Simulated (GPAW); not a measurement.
The system is CsLi2.

```
Cs Li
1.0
     3.96633    0.00000    0.00000
    -1.98317    3.43495    0.00000
     0.00000    0.00000   10.02838
Cs Li
1 2
Direct
  0.00000 0.00000 0.00000
  0.33333 0.66667 0.34863
  0.33333 0.66667 0.65137
```

The cell was built by a generator and needn't be a form met in nature.

- Program: GPAW 26.7.0
- Task: relaxation of cell and atoms
- Functional: PBEsol
- Potentials or basis: PAW data sets generated in the run's folder for this functional
- Cutoff: 800 eV
- Basis: pw
- k mesh: 8 × 8 × 3
- Occupations: fermi-dirac, width 0.05 eV
- Spin: no spin polarisation

At the start: pressure -0.3 GPa; volume 45.54 Å³/atom.

Question: Where does the relaxation end?

Answer: Over 8 steps the energy falls by 4.3 meV/atom and the volume is 41.40 Å³/atom (-9.1 %); space group P-6m2 (No. 187, to 0.05 Å).

Step by step:
| step | energy change (eV) | largest force (eV/Å) | pressure (GPa) | volume (Å³) |
| --- | --- | --- | --- | --- |
| 1 | 0.0000 | 0.0124 | -0.32 | 136.63 |
| 2 | -0.0004 | 0.0122 | -0.32 | 136.45 |
| 3 | -0.0118 | 0.0156 | 0.07 | 124.11 |
| 4 | -0.0123 | 0.0093 | -0.01 | 126.10 |
| 5 | -0.0124 | 0.0097 | -0.01 | 125.90 |
| 6 | -0.0125 | 0.0104 | 0.02 | 124.94 |
| 7 | -0.0127 | 0.0090 | 0.04 | 124.32 |
| 8 | -0.0128 | 0.0051 | 0.03 | 124.21 |

Final structure:
```xyz
3
Lattice="3.8252 0.0000 0.0000 -1.9126 3.3127 0.0000 0.0000 0.0000 9.8021" Properties=species:S:1:pos:R:3 pbc="T T T"
Cs    0.0000    0.0000    0.0000
Li    0.0000    2.2085    3.4110
Li    0.0000    2.2085    6.3911
```

Caveat: later steps reuse the first step's grids.
